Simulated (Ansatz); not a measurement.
# FH5NPSi: basis-set convergence

How large a basis does FH5NPSi need? Two functionals are run in growing sets.

Computed with Ansatz 0.2.0, Gaussian basis. Level: one geometry, several basis sets.

Levels to be run: PBE0-D4/def2-SVP; ωB97M-V/def2-SVP; PBE0-D4/def2-QZVPP; ωB97M-V/def2-QZVPP; the functionals' def2-TZVPP values are taken from earlier runs.

## (1) The geometry

An earlier PBE0-D4 in a triple-zeta def2 set relaxation fixed the geometry.

SMILES `F[SiH2]NP`, 9 atoms, charge 0, spin multiplicity 1.

Atoms are counted from 1 here; the program's logs count them from 0.

Bond lengths: F1–Si2 1.600 Å, Si2–N3 1.708 Å, Si2–H5 1.481 Å, Si2–H6 1.478 Å, N3–P4 1.717 Å, N3–H7 1.008 Å, P4–H8 1.422 Å, P4–H9 1.424 Å. Angles: F1–Si2–N3 112.3°, F1–Si2–H5 107.1°, F1–Si2–H6 106.0°, N3–Si2–H5 108.5°, N3–Si2–H6 109.0°, H5–Si2–H6 114.1°, Si2–N3–P4 127.8°, Si2–N3–H7 118.8°, P4–N3–H7 112.8°, N3–P4–H8 99.4°, N3–P4–H9 100.9°, H8–P4–H9 92.6°.

## (2) PBE0-D4 in def2-SVP

The input, in.yaml:

```yaml
crystal:
  periodic: [false, false, false]
  atoms:
    - {symbol: F, position_ang: [-1.177646, 1.605201, -0.844540]}
    - {symbol: Si, position_ang: [0.273733, 0.987265, -0.576473]}
    - {symbol: N, position_ang: [0.234385, -0.712271, -0.415831]}
    - {symbol: P, position_ang: [-0.336115, -1.631049, 0.917189]}
    - {symbol: H, position_ang: [1.114935, 1.328898, -1.746004]}
    - {symbol: H, position_ang: [0.739289, 1.580149, 0.695329]}
    - {symbol: H, position_ang: [0.436502, -1.280585, -1.223242]}
    - {symbol: H, position_ang: [0.357771, -0.969560, 1.967769]}
    - {symbol: H, position_ang: [-1.554355, -0.954249, 1.208703]}
basis:
  gaussian: {orbitals: def2-SVP}
hamiltonian: {xc: pbe0, dispersion: d4}
output: {orbitals: {seedname: orbitals}}
```

Command:

```sh
ansatz run in.yaml --threads 2 --pin off --events-out ev --progress --plain --max-ram 4352MiB
```

Output:

```text
Functional definition: PBE0
  name "PBE0"
  cite "Adamo & Barone, J. Chem. Phys. 110, 6158 (1999) doi:10.1063/1.478522"
  cite "Perdew, Burke & Ernzerhof, Phys. Rev. Lett. 77, 3865 (1996) doi:10.1103/PhysRevLett.77.3865"
  parent pbe
  parameter a = 0.25
  parameter kappa = 0.804
  parameter beta = 0.06672455060314922
  exchange = (1 - a)*pbe_x(kappa = kappa, mu = beta*pi^2/3) + a*exact_x
  correlation = pbe_c(beta = beta)
855 factors; integrals over basis functions are off by at most 1.1e-3 eV
mean field evaluation 1: about -21432.0863 eV, gradient 5.0e1 eV
mean field evaluation 2: about -21426.3809 eV, gradient 7.1e1 eV
mean field evaluation 4: about -21436.6776 eV, gradient 2.9e0 eV
mean field evaluation 8: about -21436.7687 eV, gradient 1.1e-1 eV
mean field evaluation 16: about -21436.7688 eV, gradient 8.0e-6 eV
mean field -21436.76875556 eV, -787.7867214030 hartree, gradient 8.0e-6 eV, S^2 0.000000; 0 other end points of the search recorded, 0 dependent functions left out
reference -21436.76877954 eV, -787.7867222842 hartree; 25, 25 occupied and 64, 64 virtual orbitals, 855 factors
Total energy: -21436.93169523 eV, -787.7927093254 hartree
```

Wall time 1.6 s (2 threads of Arm Neoverse V1, shared host).

## (3) ωB97M-V in def2-SVP

Edit in.yaml of step 2 so:

```diff
@@ -14,3 +14,3 @@
   gaussian: {orbitals: def2-SVP}
-hamiltonian: {xc: pbe0, dispersion: d4}
+hamiltonian: {xc: {name: wB97M-V}}
 output: {orbitals: {seedname: orbitals}}
```

Launched as before.

Output, cut to the lines that bear on the results:

```text
Functional definition: wB97M-V
  name "wB97M-V"
  cite "Mardirossian & Head-Gordon, J. Chem. Phys. 144, 214110 (2016) doi:10.1063/1.4952647"
  cite "Becke, J. Chem. Phys. 107, 8554 (1997) doi:10.1063/1.475007"
  cite "Vydrov & Van Voorhis, J. Chem. Phys. 133, 244103 (2010) doi:10.1063/1.3521275"
  # Of w^i u^j: cxij and so on, Table III.
[...]
  gx(w, u) = 1 - cx + cx01*u + cx10*w
  gss(w, u) = css00 + css04*u^4 + css10*w + css20*w^2 + css43*w^4*u^3
  gos(w, u) = cos00 + cos10*w + (cos20 + cos21*u)*w^2 + (cos60 + cos61*u)*w^6
[...]
      + integral(e_c_pw_mod_opposite_spin*gos(b97_w_opposite, b97_u_opposite)) + vv10(b, c)
855 factors; integrals over basis functions are off by at most 1.1e-3 eV
287 factors; integrals over basis functions are off by at most 9.4e-6 eV
[...]
mean field -21445.40279234 eV, -788.1040164023 hartree, gradient 3.1e-5 eV, S^2 0.000000; 0 other end points of the search recorded, 0 dependent functions left out
reference -21445.40283194 eV, -788.1040178577 hartree; 25, 25 occupied and 64, 64 virtual orbitals, 855 factors
Total energy: -21445.40283194 eV, -788.1040178577 hartree
```

Wall time 7.5 s (2 threads of Arm Neoverse V1, shared host).

## (4) PBE0-D4 in def2-QZVPP

Edit in.yaml of step 3 so:

```diff
@@ -13,4 +13,4 @@
 basis:
-  gaussian: {orbitals: def2-SVP}
-hamiltonian: {xc: {name: wB97M-V}}
+  gaussian: {orbitals: "def2-QZVPP.json"}
+hamiltonian: {xc: pbe0, dispersion: d4}
 output: {orbitals: {seedname: orbitals}}
```

Same command.

Output:

```text
Functional definition: PBE0
  name "PBE0"
  cite "Adamo & Barone, J. Chem. Phys. 110, 6158 (1999) doi:10.1063/1.478522"
  cite "Perdew, Burke & Ernzerhof, Phys. Rev. Lett. 77, 3865 (1996) doi:10.1103/PhysRevLett.77.3865"
  parent pbe
  parameter a = 0.25
  parameter kappa = 0.804
  parameter beta = 0.06672455060314922
  exchange = (1 - a)*pbe_x(kappa = kappa, mu = beta*pi^2/3) + a*exact_x
  correlation = pbe_c(beta = beta)
1435 factors; their error is unknown
mean field evaluation 1: about -21442.5081 eV, gradient 6.3e1 eV
mean field evaluation 2: about -21431.3829 eV, gradient 9.3e1 eV
mean field evaluation 4: about -21449.1445 eV, gradient 4.9e0 eV
mean field evaluation 8: about -21449.1805 eV, gradient 3.6e-2 eV
mean field -21449.20455300 eV, -788.2437285298 hartree, gradient 7.7e-5 eV, S^2 0.000000; 0 other end points of the search recorded, 0 dependent functions left out
reference -21449.20458849 eV, -788.2437298340 hartree; 25, 25 occupied and 379, 379 virtual orbitals, 1435 factors
Total energy: -21449.36750418 eV, -788.2497168752 hartree
```

Run time: 14 s. Hardware: 2 threads of Arm Neoverse V1, shared host; peak memory 1.1 GiB.

## (5) ωB97M-V in def2-QZVPP

Edit in.yaml of step 4 so:

```diff
@@ -14,3 +14,3 @@
   gaussian: {orbitals: "def2-QZVPP.json"}
-hamiltonian: {xc: pbe0, dispersion: d4}
+hamiltonian: {xc: {name: wB97M-V}}
 output: {orbitals: {seedname: orbitals}}
```

Launched as before.

Output, cut to the lines that bear on the results:

```text
Functional definition: wB97M-V
  name "wB97M-V"
  cite "Mardirossian & Head-Gordon, J. Chem. Phys. 144, 214110 (2016) doi:10.1063/1.4952647"
  cite "Becke, J. Chem. Phys. 107, 8554 (1997) doi:10.1063/1.475007"
  cite "Vydrov & Van Voorhis, J. Chem. Phys. 133, 244103 (2010) doi:10.1063/1.3521275"
  # Of w^i u^j: cxij and so on, Table III.
[...]
  gx(w, u) = 1 - cx + cx01*u + cx10*w
  gss(w, u) = css00 + css04*u^4 + css10*w + css20*w^2 + css43*w^4*u^3
  gos(w, u) = cos00 + cos10*w + (cos20 + cos21*u)*w^2 + (cos60 + cos61*u)*w^6
[...]
      + integral(e_c_pw_mod_opposite_spin*gos(b97_w_opposite, b97_u_opposite)) + vv10(b, c)
1383 factors; their error is unknown
325 factors; integrals over basis functions are off by at most 1.0e-5 eV
[...]
mean field -21457.93140237 eV, -788.5644343289 hartree, gradient 1.9e-5 eV, S^2 0.000000; 0 other end points of the search recorded, 0 dependent functions left out
reference -21457.93146132 eV, -788.5644364951 hartree; 25, 25 occupied and 379, 379 virtual orbitals, 1383 factors
Total energy: -21457.93146132 eV, -788.5644364951 hartree
```

Wall time 29 s (2 threads of Arm Neoverse V1, shared host); peak memory 1.4 GiB.

## (6) Density functionals: the series

The def2-TZVPP values come from earlier runs at the same geometry.

```tsv
functional	basis	functions	energy (eV)	from the largest (eV)	HOMO (eV)	LUMO (eV)
PBE0-D4	def2-SVP	89	-21436.9317	12.436	-7.47	0.49
PBE0-D4	def2-TZVPP	216	-21448.5310	0.836	-7.54	-0.09
PBE0-D4	def2-QZVPP	404	-21449.3675	0.000	-7.57	-0.25
ωB97M-V	def2-SVP	89	-21445.4028	12.529	-9.65	2.46
ωB97M-V	def2-TZVPP	216	-21457.1505	0.781	-9.75	1.65
ωB97M-V	def2-QZVPP	404	-21457.9315	0.000	-9.77	1.30
```

## (7) Outcome

```
                                       quantity           value
PBE0-D4: double and triple zeta above quadruple  12.44, 0.84 eV
ωB97M-V: double and triple zeta above quadruple  12.53, 0.78 eV
```

**Reading.** For PBE0-D4 the step from double to triple zeta gains 11.60 eV and the next only 0.84 eV. These are total energies; as a rule much of such shifts cancels in differences, which this series doesn't test. The LUMO of ωB97M-V is positive and keeps falling with the basis (2.46 to 1.30 eV): an unbound level that the basis holds in place.

For PBE0-D4 the largest set took about 9 times as long as the smallest (14 s against 1.6 s).
